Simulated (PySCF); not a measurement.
**Te₃: triplet, from a equilateral triangle start**

Aim: relax Te₃ as a triplet from a equilateral triangle start, check by its vibrations whether the end is a minimum, and collect its spectrum and constants.

Program: PySCF 2.14.0. Level of theory: B3LYP, basis Te def2-TZVP with ECP28, scalar-relativistic core potentials, no spin–orbit coupling, density fitting. These are calculated values, not measurements.

### Step 1. The system as given

3 atoms, charge 0, spin multiplicity 3.

Bond lengths: Te1–Te2 2.720 Å, Te1–Te3 2.720 Å, Te2–Te3 2.720 Å. Angles: Te2–Te1–Te3 60.0°, Te1–Te2–Te3 60.0°, Te1–Te3–Te2 60.0°.

Z-matrix (Å, degrees; charge 0 multiplicity 3):
```
Te
Te 1 2.7200
Te 2 2.7200 1 60.00
```

### Step 2. First SCF at the start

The steps below are one call of a driver around PySCF. For each, scf.py gives the equivalent set-up of the SCF; relaxations use the driver's own optimiser. After this first run the driver tries any further starts and a stability analysis.

Input file scf.py:

```python
from pyscf import gto, scf, dft
mol = gto.M(atom='''
Te     0.785200    -1.360010     0.000000
Te    -1.570390     0.000000     0.000000
Te     0.785190     1.360000     0.000000''',
    basis={'Te': 'def2-TZVP'},
    ecp={'Te': 'def2-TZVP'},
    charge=0, spin=2)
mf = dft.UKS(mol, xc='B3LYP')
mf.grids.atom_grid = (50, 194)
aux = {'Te': 'def2-universal-JKFIT'}
mf = mf.density_fit(auxbasis=aux)
mf.conv_tol = 1e-08
mf.diis_space = 10
mf.max_cycle = 60
mf.init_guess = 'huckel'
mf.verbose = 4
mf.kernel()
```

Started as:

```console
$ OMP_NUM_THREADS=4 python axn.py task.json out
```

The runs that follow: Equilateral triangle start, triplet: relaxation; Relaxing without the symmetry constraint; Is it a minimum? Harmonic modes.

What does the calculation give? Wanted: minimum; geometry; wavenumbers; dipole moment; highest occupied, lowest empty level; polar-tensor charge of Te1; zero-point energy; atomisation energy; ⟨S²⟩.

**Answer**, as computed:

| quantity | value |
| --- | --- |
| minimum | triplet, C2v |
| geometry | Te–Te 2.772 Å (×2), Te–Te 3.171 Å; Te–Te–Te 55.1° (×2), Te–Te–Te 69.8° |
| wavenumbers (cm⁻¹) | 94 (a1), 207 (a1), 234 (b2) |
| dipole moment | 0.11 D |
| highest occupied, lowest empty level (either spin) | -5.32, -4.70 eV |
| polar-tensor charge of Te1 | -0.85 e |
| zero-point energy | 3.2 kJ/mol |
| entropy at 298.15 K | 348.0 J/(mol K) |
| atomisation energy (no zero-point energy) | 366 kJ/mol |
| ⟨S²⟩ | 2.009 |

The equilateral triangle start (D3h) ends in a minimum of C2v symmetry. The strongest infrared band lies at 234 cm⁻¹ (b2). The first SCF alone would have been 1 kJ/mol too high. Only this shape and spin were tried, so other structures or states may lie lower. With an element this heavy the missing spin–orbit coupling can shift these numbers.
